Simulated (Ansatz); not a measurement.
Run this with Ansatz 0.2.0, Python API and show what comes out.

The script reads `ni.cif`:
```cif
data_Ni
_cell_length_a 2.448023
_cell_length_b 2.448023
_cell_length_c 4.072808
_cell_angle_alpha 90.00000
_cell_angle_beta 90.00000
_cell_angle_gamma 120.00000
_symmetry_space_group_name_H-M 'P 1'
_symmetry_Int_Tables_number 1
loop_
_symmetry_equiv_pos_as_xyz
'x, y, z'
loop_
_atom_site_label
_atom_site_type_symbol
_atom_site_fract_x
_atom_site_fract_y
_atom_site_fract_z
Ni1 Ni    0.333333    0.666667    0.250000
Ni2 Ni    0.666667    0.333333    0.750000
```

`ni_ecut.py`
```python
# -*- coding: utf-8 -*-
"""Convergence of Ni with the plane-wave cutoff."""

import ansatz
from ase.io import read
from tabulate import tabulate

atoms = read("ni.cif")
cell = ansatz.Crystal.from_ase(atoms).moments(Ni=1.0)

calc = (
    cell.calculation()
    .functional("lda")
    .kpoints(8, 8, 5)
    .occupations("methfessel_paxton", width=0.02)
    .spin("collinear")
    .scf(tolerance=1e-07, algorithm="density_mixing")
)

rows = []
for value in [250, 350, 450, 550]:
    rep = calc.basis(value).run(threads=1).report
    rows.append((value, rep["free_energy_ev"] / len(rep["lattice"]["sites"]), rep["n_iterations"], rep["magnetization_mub"], rep["n_pw"]))

print(tabulate(rows, headers=["cutoff (eV)", "F/atom (eV)", "iterations", "moment (muB)", "plane waves"], floatfmt=".4f", tablefmt="simple"))

# differences from the last row
for row in rows[:-1]:
    shift = 1000 * (row[1] - rows[-1][1])
    print(f"{row[0]}: {shift:+.2f} meV/atom" + ("  (within 2 meV)" if abs(shift) < 2 else ""))
```

```console
$ python ni_ecut.py
DeckWarning: the atoms were moved onto the symmetric positions of the space group found under crystal.symmetry.tolerance 1.0e-5 (fractional; no operation is sought that the atoms, as they stand in a [...]
DeckWarning: basis.ecutwfc = 250 eV is below the records' recommended 420 eV, and the density's cutoff is lower with it unless basis.ecutrho_ratio is high enough to keep the records' density cutoff: compare with a run at a higher cutoff
DeckWarning: basis.ecutwfc = 350 eV is below the records' recommended 420 eV, and the density's cutoff is lower with it unless basis.ecutrho_ratio is high enough to keep the records' density cutoff: compare with a run at a higher cutoff
  cutoff (eV)    F/atom (eV)    iterations    moment (muB)    plane waves
-------------  -------------  ------------  --------------  -------------
          250     -5770.7352            12          1.3377            197
          350     -5773.3110            14          1.3375            313
          450     -5773.3344            14          1.3375            465
          550     -5773.3355            15          1.3375            627
250: +2600.38 meV/atom
350: +24.53 meV/atom
450: +1.16 meV/atom  (within 2 meV)
```
(Warnings from the package without file and line, shortened.)

From 450 eV on it stays within 2 meV an atom of the value at 550 eV; the first row (250 eV) is off by 2600.4 meV and the last but one by 1.16 meV. The energy falls steadily, as expected when plane waves are added.

What to keep in mind:
- Other magnetic orders than the one started from may lie lower.
- For a metal this k-point mesh is coarse: on a finer one energies can move by several to tens of meV an atom and pressures by half a GPa or more, differences at one mesh by less.
- This isn't the structure that Ni takes at ambient conditions.
- Shifts are counted from the last row, which is itself no proven limit.
- Run time: 10 s on 1 thread of Arm Neoverse V2 (shared host), peak memory 0.42 GiB.
